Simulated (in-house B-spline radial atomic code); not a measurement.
**Zr¹⁰⁺: ionisation energy by several methods**

The task here is to estimate one member of a computed series from the others.

Method: scalar-relativistic (X2C), several functionals, spin-polarised; spherical all-electron atom at the radial basis limit. Code: in-house B-spline radial atomic code version 1.

## Starting point

| Quantity | Value |
| --- | --- |
| element | zirconium (Z = 40) |
| charge | +10 |
| electrons | 30 |
| configuration | [Ar] 3d10 4s2 |
| nucleus | Fermi, rms radius 4.269 fm |

Outer shells as boxes (Hund's rule):

[Ar] 3d10 4s2
```
[Ar] core
3d [↑↓][↑↓][↑↓][↑↓][↑↓]
4s [↑↓]
```

Where spins are not typed, each open shell is filled with up spins first.

The first run:

Input settings:

```ini
Z = 40
electrons = 30.0
configuration = [Ar] 3d10 4s2
hamiltonian = x2c
method = scan,scan
spin_polarised = True
nucleus = fermi
rms_radius = 4.2694
mass_number = 90
atomic_mass = 89.904698755
speed_of_light = 137.035999084
```

Among the steps run: SCAN, a meta-GGA; OLYP, a GGA; PBE, a GGA; LC-ωPBE, a range-separated hybrid; PBEsol, a GGA; BP86, a GGA; M06-L, a meta-GGA; Hartree-Fock; PW91, a GGA; fractional-occupation HF.

One of the session's tables, all rows but one given; the rest of the session is left out.

| method | ΔSCF (eV) |
| --- | --- |
| OLYP | 215.43 |
| PBE | 216.10 |
| PBEsol | 215.76 |
| BP86 | ? |
| PW91 | 216.28 |
| SCAN | 214.99 |
| M06-L | 214.96 |
| LC-ωPBE | 216.01 |
| Hartree-Fock | 212.68 |
| fractional-occupation HF | 212.68 |

Q: Estimate the row for BP86 from the others.

The run gave: ΔSCF (eV): 215.98. In the column «ΔSCF (eV)» it lies between PBEsol (215.76) and LC-ωPBE (216.01).

Limits of these values: Meta-GGA runs start from a PBE run whose iterations are not counted.
